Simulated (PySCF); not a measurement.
# C5H5O3−: a tour of settings

Aim: see how C5H5O3− (`COc1ccoc1[O-]`) answers to the choice of functional, basis, grid and SCF options.

The runs use PySCF 2.14.0, with density-fitted response routines of our own; the level of theory stands in each step. All values are computed, except where a source is named. Atoms are numbered from 0 throughout.

1 further run of the same task is left out (for a known fault of the program). Runs told in other sessions of the task aren't counted.

## Step 1: The molecule as given

13 atoms, charge -1, multiplicity 1; geometry from: GFN2-xTB.

Bonds of the start (Å): C0–O1 1.39, O1–C2 1.41, C2–C3 1.41, C3–C4 1.36, C4–O5 1.37, O5–C6 1.40, C6–O7 1.24, C6–C2 1.40, C0–H8 1.09, C0–H9 1.10, C0–H10 1.10, C3–H11 1.08, C4–H12 1.07.

## Step 2: Nuclear shieldings: PBE0/pcSseg-1

The job: settings as JSON, then the geometry in Å.

```
{"job": {"kind": "nmr", "xc": "PBE0", "basis": "pcSseg-1"}, "charge": -1, "multiplicity": 1}
C     -2.109348    -0.326823     0.050391
O     -1.300671     0.790112    -0.085868
C      0.085320     0.506958    -0.058438
C      0.714948    -0.747638     0.035120
C      2.057247    -0.515572     0.020275
O      2.305482     0.828236    -0.078196
C      1.077906     1.496231    -0.127307
O      1.050496     2.734740    -0.215105
H     -3.143659     0.027802     0.038145
H     -1.972444    -1.044711    -0.775069
H     -1.928048    -0.861216     0.997146
H      0.251782    -1.717352     0.108784
H      2.906601    -1.170281     0.072392
```

With the program's defaults for keys left out, this is: GIAO PBE0/pcSseg-1 NMR shielding, non-relativistic, gas phase.

Command:

```sh
OMP_NUM_THREADS=1 python probes_run.py task.json out
```

This one command runs all jobs of the session in turn.

Standard output:

```text
coarse grid: 11792 points
cycle   1  E = -418.4016492216  dE =  1.575e+00  |g| = 1.009e+00  |ddm| = 3.480e+00
cycle   2  E = -417.8042403002  dE =  5.974e-01  |g| = 1.958e+00  |ddm| = 4.099e+00
cycle   3  E = -418.5759207617  dE = -7.717e-01  |g| = 3.809e-01  |ddm| = 3.481e+00
cycle   4  E = -418.6041126809  dE = -2.819e-02  |g| = 1.402e-01  |ddm| = 4.439e-01
cycle   5  E = -418.6070009772  dE = -2.888e-03  |g| = 5.534e-02  |ddm| = 1.221e-01
cycle   6  E = -418.6076495392  dE = -6.486e-04  |g| = 1.442e-02  |ddm| = 5.514e-02
cycle   7  E = -418.6076915690  dE = -4.203e-05  |g| = 5.763e-03  |ddm| = 1.739e-02
cycle   8  E = -418.6076989269  dE = -7.358e-06  |g| = 1.018e-03  |ddm| = 6.251e-03
final grid: 116528 points
cycle   9  E = -418.6877596682  dE = -2.257e-05  |g| = 1.636e-02  |ddm| = 4.038e-02
cycle  10  E = -418.6876724315  dE =  8.724e-05  |g| = 2.710e-02  |ddm| = 3.266e-02
cycle  11  E = -418.6878065717  dE = -1.341e-04  |g| = 2.221e-03  |ddm| = 2.366e-02
cycle  12  E = -418.6878075826  dE = -1.011e-06  |g| = 5.089e-04  |ddm| = 2.587e-03
cycle  13  E = -418.6878076230  dE = -4.036e-08  |g| = 2.148e-04  |ddm| = 6.203e-04
cycle  14  E = -418.6878076318  dE = -8.821e-09  |g| = 5.926e-05  |ddm| = 1.924e-04
cycle  15  E = -418.6878076325  dE = -6.763e-10  |g| = 2.572e-05  |ddm| = 8.486e-05
converged SCF energy = -418.6878076325

GIAO shielding tensors (ppm)
atom      isotropic    diamagn.    paramagn.     s11        s22        s33       span
  0 C      129.112     244.260    -115.148    100.280    106.833    180.221     79.941
  1 O      308.272     395.351     -87.079    264.998    313.700    346.117     81.119
  2 C       66.219     254.708    -188.489     33.249     69.453     95.954     62.705
  3 C       82.822     256.380    -173.558     -4.518     88.189    164.795    169.312
  4 C       79.748     251.727    -171.979     24.608     97.457    117.178     92.570
  5 O       49.745     402.574    -352.828   -124.087     66.366    206.957    331.043
  6 C       20.993     244.480    -223.487    -56.487     55.510     63.958    120.446
  7 O       89.692     401.165    -311.473    -50.607     -5.166    324.850    375.457
  8 H       28.082      28.817      -0.736     23.716     26.315     34.215     10.499
  9 H       28.204      30.100      -1.896     25.136     25.775     33.700      8.564
 10 H       28.271      30.098      -1.827     25.195     25.942     33.676      8.482
 11 H       25.825      33.460      -7.635     24.664     24.852     27.958      3.295
 12 H       26.028      31.681      -5.653     23.612     25.368     29.104      5.492
```

Run time: 21 s. Hardware: 1 thread of Intel Xeon Platinum 8375C at 2.90GHz, shared host; peak memory 0.77 GiB.

The references, computed at this level on geometries of the same kind, shield at (ppm): 1H TMS 31.72, 13C TMS 186.9, 17O H2O 336.1. Their shielding less the atom's gives the shift. The references are single molecules in the gas phase, so shifts against H2O, NH3, PH3, H3PO4 or CFCl3 are not on the usual liquid scales and can be off by tens of ppm. Atoms listed in one row are averaged.

| atoms | environment | σ (ppm) | δ (ppm) |
| --- | --- | --- | --- |
| C6 | substituted aromatic carbon next to the ring oxygen | 21.0 | 165.9 |
| C2 | aromatic carbon bearing oxygen | 66.2 | 120.7 |
| C4 | aromatic CH next to the ring oxygen | 79.7 | 107.2 |
| C3 | aromatic CH | 82.8 | 104.1 |
| C0 | methyl carbon bonded to O | 129.1 | 57.8 |
| H11 | hydrogen on an aromatic CH | 25.82 | 5.89 |
| H12 | hydrogen on an aromatic CH next to the ring oxygen | 26.03 | 5.69 |
| H8, H9, H10 | hydrogen on a methyl carbon bonded to O | 28.19 | 3.53 |
| O5 | aromatic ring oxygen | 49.7 | 286.3 |
| O7 | oxygen bonded to C | 89.7 | 246.4 |
| O1 | ether oxygen | 308.3 | 27.8 |

Charges from the same density, by scheme (e):

| atoms | Mulliken | IAO | Hirshfeld | ESP fit |
| --- | --- | --- | --- | --- |
| C0 | -0.01 | -0.18 | -0.06 | -0.06 |
| O1 | -0.50 | -0.36 | -0.16 | -0.33 |
| C2 | -0.09 | -0.06 | -0.07 | 0.07 |
| C3 | -0.22 | -0.28 | -0.16 | -0.42 |
| C4 | 0.08 | -0.12 | -0.11 | -0.27 |
| O5 | -0.45 | -0.34 | -0.15 | -0.27 |
| C6 | 0.47 | 0.39 | 0.06 | 0.48 |
| O7 | -0.56 | -0.64 | -0.45 | -0.69 |

Mayer bond orders: C0–O1 0.99, O1–C2 0.91, C2–C3 1.26, C3–C4 1.54, C4–O5 1.01, O5–C6 0.97, C6–O7 1.82, C6–C2 1.31.

Ring of atoms C2, C3, C4, O5, C6: NICS(0) -11.8, NICS(1) -7.3, NICS(1)zz -16.7 ppm (means of both faces).

## Step 3: Excited states and response: PBE0/def2-SVPD

Same as in step 2 but for these lines:

```diff
@@ -1,2 +1,2 @@
-{"job": {"kind": "nmr", "xc": "PBE0", "basis": "pcSseg-1"}, "charge": -1, "multiplicity": 1}
+{"job": {"kind": "uv", "xc": "PBE0", "basis": "def2-SVPD", "nstates": 6, "ntriplets": 2}, "charge": -1, "multiplicity": 1}
 C     -2.109348    -0.326823     0.050391
```

With the program's defaults for keys left out, this is: TDDFT PBE0/def2-SVPD, vertical, gas phase, core orbitals frozen in the response.

Standard output:

```text
coarse grid: 11792 points
cycle   1  E = -418.1777498834  dE =  1.500e+00  |g| = 9.586e-01  |ddm| = 6.358e+00
cycle   2  E = -415.6215442563  dE =  2.556e+00  |g| = 2.664e+00  |ddm| = 1.919e+02
cycle   3  E = -418.2497501867  dE = -2.628e+00  |g| = 7.039e-01  |ddm| = 1.918e+02
cycle   4  E = -418.3683832999  dE = -1.186e-01  |g| = 1.985e-01  |ddm| = 1.018e+00
cycle   5  E = -418.3776390696  dE = -9.256e-03  |g| = 8.678e-02  |ddm| = 5.985e-01
cycle   6  E = -418.3791748561  dE = -1.536e-03  |g| = 3.932e-02  |ddm| = 1.745e-01
cycle   7  E = -418.3795226151  dE = -3.478e-04  |g| = 1.210e-02  |ddm| = 7.667e-02
cycle   8  E = -418.3795532850  dE = -3.067e-05  |g| = 3.712e-03  |ddm| = 2.521e-02
cycle   9  E = -418.3795561709  dE = -2.886e-06  |g| = 1.069e-03  |ddm| = 6.565e-03
final grid: 116528 points
cycle  10  E = -418.4576975504  dE = -3.607e-05  |g| = 1.479e-02  |ddm| = 1.981e-01
cycle  11  E = -418.4576243503  dE =  7.320e-05  |g| = 2.451e-02  |ddm| = 4.636e-02
cycle  12  E = -418.4577383126  dE = -1.140e-04  |g| = 2.224e-03  |ddm| = 3.156e-02
cycle  13  E = -418.4577394781  dE = -1.166e-06  |g| = 4.706e-04  |ddm| = 4.522e-03
cycle  14  E = -418.4577395131  dE = -3.493e-08  |g| = 2.301e-04  |ddm| = 9.659e-04
cycle  15  E = -418.4577395232  dE = -1.017e-08  |g| = 6.746e-05  |ddm| = 3.854e-04
cycle  16  E = -418.4577395241  dE = -8.378e-10  |g| = 3.040e-05  |ddm| = 1.427e-04
converged SCF energy = -418.4577395241

Static polarisability (au): isotropic 82.185, principal 56.109 94.150 96.296

Singlet excitations
state   eV       nm        f      main configurations
  1   2.6543    467.1   0.00013   H->L 0.98
  2   3.3294    372.4   0.01083   H->L+1 0.97
  3   3.6945    335.6   0.00190   H->L+2 0.94
  4   4.1764    296.9   0.00231   H->L+4 0.93
  5   4.4052    281.4   0.10724   H->L+3 0.90
  6   4.4612    277.9   0.00229   H->L+5 0.96

Triplet excitations (Tamm-Dancoff, eV): 2.6365 2.9788
```

Run time: 26 s. Hardware: 1 thread of Intel Xeon Platinum 8375C at 2.90GHz, shared host; peak memory 0.86 GiB.

Frontier orbitals and where they lie:

| orbital | eV | atoms |
| --- | --- | --- |
| HOMO−3 | -4.14 | O7 48 %, C6 20 %, C4 9 % |
| HOMO−2 | -2.73 | C3 28 %, O5 23 %, O1 16 % |
| HOMO−1 | -2.12 | O7 73 %, C6 10 %, O5 7 % |
| HOMO | 0.37 | C4 22 %, O7 22 %, C2 20 % |
| LUMO | 3.85 | C0 34 %, H8 15 %, H9 14 % |
| LUMO+1 | 4.70 | C4 24 %, H12 21 %, H11 13 % |
| LUMO+2 | 5.11 | O1 18 %, C6 12 %, C2 9 % |

With each of the 6 states as a Gaussian band of 0.4 eV half-width at 1/e, the curve within the window shown has maxima at 367 nm (ε 480), 281 nm (ε 4,500) L/(mol cm). Beyond the last state computed it falls off for lack of states. The curve at chosen wavelengths:

| nm | ε (L/mol/cm) |
| --- | --- |
| 260 | 2030 |
| 274 | 4146 |
| 287 | 4294 |
| 301 | 2721 |
| 315 | 1245 |
| 329 | 578 |
| 342 | 440 |
| 356 | 464 |
| 370 | 479 |
| 383 | 436 |
| 397 | 345 |
| 411 | 242 |
| 425 | 155 |
| 438 | 96 |
| 452 | 55 |
| 466 | 32 |
| 480 | 18 |
| 493 | 11 |
| 507 | 7 |
| 521 | 5 |
| 534 | 3 |
| 548 | 2 |
| 562 | 2 |
| 576 | 1 |
| 589 | 1 |
| 603 | 1 |

Further results of this job:

| property | computed |
| --- | --- |
| polarisability (Å³) | 12.18 |
| HOMO–LUMO gap (eV) | 3.49 |
| −ε(HOMO) (eV) | -0.37 |

## Step 4: NMR shieldings: PW91/6-311+G(2d,p)

Same as in step 3 but for these lines:

```diff
@@ -1,2 +1,2 @@
-{"job": {"kind": "uv", "xc": "PBE0", "basis": "def2-SVPD", "nstates": 6, "ntriplets": 2}, "charge": -1, "multiplicity": 1}
+{"job": {"kind": "nmr", "xc": "PW91", "basis": "6-311+G(2d,p)", "pop": true, "scf": {"guess": "vsap"}}, "charge": -1, "multiplicity": 1}
 C     -2.109348    -0.326823     0.050391
```

Level: GIAO PW91/6-311+G(2d,p) NMR shielding, non-relativistic, gas phase.

Standard output:

```text
final grid: 116528 points
cycle   1  E = -397.5141766606  dE =  2.026e+01  |g| = 7.255e+00  |ddm| = 8.583e+03
cycle   2  E = -366.6667092733  dE =  3.085e+01  |g| = 1.399e+01  |ddm| = 8.577e+03
cycle   3  E = -412.9711628056  dE = -4.630e+01  |g| = 5.287e+00  |ddm| = 1.734e+01
cycle   4  E = -413.9662693380  dE = -9.951e-01  |g| = 4.739e+00  |ddm| = 6.555e+00
cycle   5  E = -418.3307934231  dE = -4.365e+00  |g| = 1.891e+00  |ddm| = 4.282e+00
cycle   6  E = -418.2435040302  dE =  8.729e-02  |g| = 1.951e+00  |ddm| = 1.137e+01
cycle   7  E = -419.1022206977  dE = -8.587e-01  |g| = 6.241e-01  |ddm| = 9.169e+00
cycle   8  E = -419.1688801416  dE = -6.666e-02  |g| = 3.782e-01  |ddm| = 3.365e+00
cycle   9  E = -419.1950961214  dE = -2.622e-02  |g| = 1.791e-01  |ddm| = 2.748e+00
cycle  10  E = -419.2025406156  dE = -7.444e-03  |g| = 3.575e-02  |ddm| = 8.549e-01
cycle  11  E = -419.2027447310  dE = -2.041e-04  |g| = 1.538e-02  |ddm| = 2.281e-01
cycle  12  E = -419.2027915216  dE = -4.679e-05  |g| = 3.051e-03  |ddm| = 1.181e-01
cycle  13  E = -419.2027934332  dE = -1.912e-06  |g| = 1.100e-03  |ddm| = 2.769e-02
cycle  14  E = -419.2027936487  dE = -2.156e-07  |g| = 3.598e-04  |ddm| = 9.794e-03
cycle  15  E = -419.2027936718  dE = -2.308e-08  |g| = 1.792e-04  |ddm| = 2.929e-03
cycle  16  E = -419.2027936785  dE = -6.717e-09  |g| = 3.995e-05  |ddm| = 3.710e-04
cycle  17  E = -419.2027936786  dE = -5.696e-11  |g| = 3.544e-05  |ddm| = 8.287e-04
cycle  18  E = -419.2027936789  dE = -2.955e-10  |g| = 1.088e-05  |ddm| = 4.353e-04
converged SCF energy = -419.2027936789

GIAO shielding tensors (ppm)
atom      isotropic    diamagn.    paramagn.     s11        s22        s33       span
  0 C      125.498     246.918    -121.420     94.548    102.342    179.603     85.054
  1 O      283.438     392.979    -109.541    230.125    294.427    325.762     95.637
  2 C       62.568     245.936    -183.368     28.327     65.974     93.402     65.075
  3 C       85.315     260.643    -175.328      1.041     94.545    160.360    159.319
  4 C       79.212     256.379    -177.167     19.809    103.714    114.111     94.302
  5 O       37.218     389.665    -352.446   -120.113     50.811    180.956    301.069
  6 C       21.889     256.640    -234.751    -50.094     52.612     63.150    113.244
  7 O       93.393     404.028    -310.635    -27.040     -1.104    308.324    335.364
  8 H       27.992      30.433      -2.440     24.043     26.569     33.365      9.321
  9 H       27.802      29.440      -1.638     24.706     25.771     32.929      8.223
 10 H       27.874      29.686      -1.812     24.682     26.003     32.937      8.255
 11 H       25.276      31.643      -6.366     23.114     24.735     27.981      4.866
 12 H       25.394      32.785      -7.391     24.049     24.465     27.667      3.617
```

It took 68 s on 1 thread of Intel Xeon Platinum 8375C at 2.90GHz, shared host; peak memory 0.77 GiB.

In short: δ C6 162.3, C2 121.6, C4 104.9, C3 98.8, H11 6.66, H12 6.54 ppm.

## Step 5: Excited states and response: B97-2/def2-SVP

Same as in step 4 but for these lines:

```diff
@@ -1,2 +1,2 @@
-{"job": {"kind": "nmr", "xc": "PW91", "basis": "6-311+G(2d,p)", "pop": true, "scf": {"guess": "vsap"}}, "charge": -1, "multiplicity": 1}
+{"job": {"kind": "uv", "xc": "B97-2", "basis": "def2-SVP", "nstates": 1, "ntriplets": 0, "tda": true}, "charge": -1, "multiplicity": 1}
 C     -2.109348    -0.326823     0.050391
```

Method: TDA B97-2/def2-SVP, vertical, gas phase, core orbitals frozen in the response.

Standard output:

```text
coarse grid: 11792 points
cycle   1  E = -418.4296260889  dE =  1.488e+00  |g| = 1.035e+00  |ddm| = 4.158e+00
cycle   2  E = -417.2107398699  dE =  1.219e+00  |g| = 2.449e+00  |ddm| = 9.535e+00
cycle   3  E = -418.6026758825  dE = -1.392e+00  |g| = 4.635e-01  |ddm| = 9.262e+00
cycle   4  E = -418.6439307297  dE = -4.125e-02  |g| = 2.255e-01  |ddm| = 8.236e-01
cycle   5  E = -418.6534303742  dE = -9.500e-03  |g| = 6.880e-02  |ddm| = 2.449e-01
cycle   6  E = -418.6544967945  dE = -1.066e-03  |g| = 2.333e-02  |ddm| = 9.532e-02
cycle   7  E = -418.6546176521  dE = -1.209e-04  |g| = 7.250e-03  |ddm| = 2.900e-02
cycle   8  E = -418.6546293546  dE = -1.170e-05  |g| = 1.646e-03  |ddm| = 9.802e-03
cycle   9  E = -418.6546298560  dE = -5.014e-07  |g| = 8.663e-04  |ddm| = 2.996e-03
final grid: 116528 points
cycle  10  E = -418.7308763925  dE = -5.112e-05  |g| = 7.560e-03  |ddm| = 5.297e-02
cycle  11  E = -418.7308604489  dE =  1.594e-05  |g| = 1.196e-02  |ddm| = 1.716e-02
cycle  12  E = -418.7308865035  dE = -2.605e-05  |g| = 9.564e-04  |ddm| = 1.151e-02
cycle  13  E = -418.7308867093  dE = -2.057e-07  |g| = 3.990e-04  |ddm| = 1.852e-03
cycle  14  E = -418.7308867435  dE = -3.424e-08  |g| = 1.144e-04  |ddm| = 5.785e-04
cycle  15  E = -418.7308867457  dE = -2.190e-09  |g| = 5.004e-05  |ddm| = 1.756e-04
cycle  16  E = -418.7308867462  dE = -4.950e-10  |g| = 1.493e-05  |ddm| = 5.838e-05
converged SCF energy = -418.7308867462

Static polarisability (au): isotropic 63.356, principal 38.256 74.544 77.268

Singlet excitations
state   eV       nm        f      main configurations
  1   3.7387    331.6   0.00500   H->L 0.99
```

Run time: 10 s. Hardware: 1 thread of Intel Xeon Platinum 8375C at 2.90GHz, shared host; peak memory 0.71 GiB.

In short: HOMO 1.15 eV, LUMO 5.67 eV; lowest singlet 3.74 eV.

## Step 6: Side by side: NMR shifts

Shifts (ppm) of some atoms, chosen among heavy atoms and hydrogens apart, with basis size and wall time:

| run | C6 | C3 | H11 | H12 | O5 | O7 | O1 | functions | time |
| --- | --- | --- | --- | --- | --- | --- | --- | --- | --- |
| PBE0/pcSseg-1 | 165.9 | 104.1 | 5.89 | 5.69 | 286.3 | 246.4 | 27.8 | 161 | 21 s |
| PW91/6-311+G(2d,p) | 162.3 | 98.8 | 6.66 | 6.54 | 289.5 | 233.4 | 43.3 | 246 | 68 s |

## Step 7: Comparing the runs: electronic excitations

Excitations and ground-state properties, with basis size and wall time:

| run | lowest singlet (eV) | brightest (eV) | f | gap (eV) | α (Å³) | functions | time |
| --- | --- | --- | --- | --- | --- | --- | --- |
| PBE0/def2-SVPD | 2.65 | 4.41 | 0.107 | 3.49 | 12.18 | 209 | 26 s |
| B97-2/def2-SVP | 3.74 | 3.74 | 0.005 | 4.52 | 9.39 | 137 | 10 s |

## Step 8: Outcome

| quantity | value |
| --- | --- |
| 13C shifts against TMS (PBE0/pcSseg-1) | 165.9, 120.7, 107.2, 104.1, 57.8 ppm |
| 1H shifts against TMS (PBE0/pcSseg-1, means over atoms taken as alike) | 5.89, 5.69, 3.53 ppm |
| 17O shifts against H2O (PBE0/pcSseg-1) | 286.3, 246.4, 27.8 ppm |
| lowest singlet (PBE0/def2-SVPD) | 2.65 eV (467 nm), f = 0.000 |
| brightest single state of those computed | state 5, 4.41 eV, f = 0.107 |
| lowest triplet | 2.64 eV |
| range of the shift of O1 | 27.8 to 43.3 ppm |
| range of the lowest singlet | 2.65 to 3.74 eV |

**Reading.** Single values in the summary come from the first sound run of each kind (PBE0/pcSseg-1; PBE0/def2-SVPD), which need not be the best level. At PBE0/pcSseg-1: The largest span, 375 ppm, is at O7, where the paramagnetic term is -311 ppm. NICS(1)zz of -17 ppm above the planar ring from C2 marks a diatropic (aromatic) ring current. The first singlet state (HOMO→LUMO 0.98) lies at 2.65 eV and is dark; of the 6 states computed, the strongest absorption comes from state 5 at 4.41 eV. The lowest triplet lies 0.02 eV below the lowest singlet (triplets in Tamm-Dancoff, singlets in full TDDFT). The lowest singlet lies above −ε(HOMO); no detachment energy was computed, so the anion's states may not be bound. Across the 2 runs the shift of O1 moves most, between 27.8 (PBE0/pcSseg-1) and 43.3 ppm (PW91/6-311+G(2d,p)). The lowest singlet runs from 2.65 eV (PBE0/def2-SVPD) to 3.74 eV (B97-2/def2-SVP), while the orbital gap spans 3.49 to 4.52 eV. Some runs use the Tamm-Dancoff approximation and others full TDDFT, which shifts states apart from functional and basis. The lowest state need not be the same one in every run. The runs solved for a few states only, so the brightest column depends on that window. At PBE0/pcSseg-1 the HOMO lies above zero (+0.69 eV), as often for anions in the gas phase: self-interaction error lifts it, or the electron is held by the finite basis alone; counter-ions and solvent are missing.
